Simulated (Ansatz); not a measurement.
**BF2HSe: up Jacob's ladder to CCSD(T)**

An exercise on one series of results from a longer session: the logs are not shown, and one member is left open.

Program: Ansatz 0.2.0, Gaussian basis. Level of theory: functionals in def2-TZVPP, the program's frozen cores in correlated methods. These are calculated values, not measurements.

The runs, in order: LDA (SPW92), PBE-D4, revPBE-D4, BLYP-D4, r2SCAN-D4, B97M-V, PBE0-D4, B3LYP-D4, r2SCANh-D4, r2SCAN0-D4, HSE06-D4, BHLYP-D4, CAM-B3LYP-D4, LC-ωPBE, ωB97X-V, ωB97M-V, B2PLYP, PBE-QIDH; CCSD(T)/def2-SVP; CCSD(T)/def2-TZVPP; MP2/def2-QZVPP; extrapolation to the limit; RPA on PBE.

## The geometry

The geometry comes from an earlier relaxation with PBE0-D4 in a triple-zeta def2 set; it is a stationary point.

SMILES `FB(F)[SeH]`, 5 atoms, charge 0, spin multiplicity 1.

Atoms are counted from 1 here; the program's logs count them from 0.

Bond lengths: F1–B2 1.317 Å, B2–F3 1.317 Å, B2–Se4 1.941 Å, Se4–H5 1.467 Å. Angles: F1–B2–F3 118.4°, F1–B2–Se4 119.0°, F3–B2–Se4 122.6°, B2–Se4–H5 93.2°.

The first run:

The input, in.yaml:

```yaml
crystal:
  periodic: [false, false, false]
  atoms:
    - {symbol: F, position_ang: [0.971302, -1.476993, 0.583788]}
    - {symbol: B, position_ang: [0.105334, -0.542089, 0.251297]}
    - {symbol: F, position_ang: [-1.159140, -0.716004, 0.574319]}
    - {symbol: Se, position_ang: [0.735712, 1.032899, -0.691594]}
    - {symbol: H, position_ang: [-0.603408, 1.628387, -0.759210]}
basis:
  gaussian: {orbitals: def2-TZVPP}
hamiltonian: {xc: lda}
output: {orbitals: {seedname: orbitals}}
```

Steps of the session up to this table: LDA; PBE-D4 (GGA); revPBE-D4 (GGA); BLYP-D4 (GGA); r2SCAN-D4 (meta-GGA); B97M-V (meta-GGA); PBE0-D4 (hybrid); B3LYP-D4 (hybrid); r2SCANh-D4 (hybrid); r2SCAN0-D4 (hybrid); HSE06-D4 (hybrid); BHLYP-D4 (hybrid); CAM-B3LYP-D4 (range-separated); LC-ωPBE-D4 (range-separated; the results give it without D4); ωB97X-V (range-separated); ωB97M-V (range-separated); B2PLYP (double hybrid); PBE-QIDH (double hybrid).

One table of the session follows, with a row left open; its other results are not shown here.

It belongs to the step «Orbital energies across the functionals». 

| functional | HOMO (eV) | gap (eV) |
| --- | --- | --- |
| LDA (SPW92) | -6.86 | 5.54 |
| PBE-D4 | -6.68 | 5.68 |
| revPBE-D4 | -6.62 | 5.71 |
| BLYP-D4 | -6.51 | 5.56 |
| r2SCAN-D4 | ? | ? |
| B97M-V | -7.01 | 6.23 |
| PBE0-D4 | -7.87 | 7.77 |
| B3LYP-D4 | -7.62 | 7.22 |
| r2SCANh-D4 | -7.42 | 7.06 |
| r2SCAN0-D4 | -8.07 | 8.18 |
| HSE06-D4 | -7.47 | 6.99 |
| BHLYP-D4 | -8.89 | 9.61 |
| CAM-B3LYP-D4 | -9.16 | 10.03 |
| LC-ωPBE | -10.52 | 12.68 |
| ωB97X-V | -10.16 | 12.14 |
| ωB97M-V | -10.01 | 11.70 |

Estimate the missing values for r2SCAN-D4.

Worked estimate for «HOMO (eV)». Against the share of exact exchange, r2SCANh-D4 (0.1, -7.42), r2SCAN0-D4 (0.25, -8.07) give a slope of -4.33 per unit share; at 0 the line stands at -6.99.

The run gave: HOMO (eV): -6.99; gap (eV): 6.31. In «HOMO (eV)» the line misses by 0.00.
